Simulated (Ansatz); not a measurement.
# WC (P-6m2): exact exchange against the cheap answer

How far do hybrid functionals move WC (P-6m2) from its cheap description, and at what price?

Computed with Ansatz 0.2.0 (DFT at several levels, plane waves, PAW, unless a step's input says otherwise).

1 further run of the same task is left out (it didn't finish). Runs told in other sessions of the task aren't counted.

**1. Starting point**

The structure is hexagonal, space group P-6m2 (No. 187). Conventional cell: a = 2.901 Å, b = 2.901 Å, c = 2.828 Å, α = 90.00°, β = 90.00°, γ = 120.00°. W (site symmetry -6m2) is surrounded by 6 C at 2.19 Å. Around C (site symmetry -6m2) lie 6 W at 2.19 Å.

As a file:

```
W C
1.0
     2.90099    0.00000    0.00000
    -1.45050    2.51233    0.00000
     0.00000    0.00000    2.82805
W C
1 1
Direct
  0.00000 0.00000 0.00000
  0.66667 0.33333 0.50000
```

At PBE, an earlier run found 8.44 GPa for this cell of 10.306 Å³/atom (10×10×8 mesh), metallic. The cell is compressed at this level.

All runs below keep this geometry.

Levels to run, all on a 8×8×6 mesh: PBE; revPBE0; HSE06 form (screening 0.1 Å⁻¹); HSE06 form (fraction 0.1). Hardware: 4 threads of Arm Neoverse V1, shared host.

**2. PBE**

Contents of input.yaml:

```yaml
crystal:
  lattice:
    - [2.9009900485, 0.0, 0.0]
    - [-1.4504950242, 2.5123310781, 0.0]
    - [0.0, 0.0, 2.8280461283]
  atoms:
    - { symbol: W, position: [0.0, 0.0, 0.0] }
    - { symbol: C, position: [0.6666666667, 0.3333333333, 0.5] }
basis:
  ecutwfc: 420
  ecutrho_ratio: 4
kpoints:
  mp_grid: { grid: [8, 8, 6] }
hamiltonian:
  xc: pbe
scf:
  occupations: { method: gaussian, width: 0.05 }
output:
  forces: true
  stress: true
  eigenvalues: true
  populations: true
  write_density: true
  write_potential: true
  elf: true
  volumetric_format: npy
```

Launch:

```bash
ansatz run input.yaml --threads 4 --pin off --max-ram 8192MiB --backend cpu --events-out ev --progress --plain --runs-dir out
```

The runs that follow: revPBE0; HSE06 form (screening 0.1 Å⁻¹); HSE06 form (fraction 0.1).

Q: Predict the outcome of this session. Wanted: for each run, exact exchange; change of gap; pressure.

The runs gave:

| level | exact exchange | gap on the mesh (eV) | change of gap (eV) | pressure (GPa) | wall time | CPU time |
| --- | --- | --- | --- | --- | --- | --- |
| PBE | 0.00 | metal | 0 | 8.5 | 0.75 s | 1.9 s |
| revPBE0 | 0.25 | metal | 0 | 1.8 | 15 s | 49 s |
| HSE06 form (screening 0.1 Å⁻¹) | 0.25 | metal | 0 | -1.2 | 36 s | 2 min |
| HSE06 form (fraction 0.1) | 0.10 | metal | 0 | 4.7 | 13 s | 40 s |

Changes count from PBE. Times are on 4 threads of Arm Neoverse V1, shared host; the hybrid runs also made densities of states.

Every hybrid shown leaves the cell metallic on this mesh. The pressure spans -1.2 to 8.5 GPa, negative where a level wants a smaller cell on this coarse mesh, whose own error is in all of them. «metal» means no gap on the mesh; bands that overlap can still move apart without opening one. The median run with exact exchange took 25 times the CPU time of the cheap one. Gaps are over this coarse mesh alone, and total energies of different levels can't be compared. Spin–orbit coupling is left out, though the cell holds W; in elements this heavy it can shift levels and gaps by tenths of an eV. The program warned that the SCF threshold is loose for the stress of this hybrid run. For a metal under a hybrid functional this mesh is coarse.
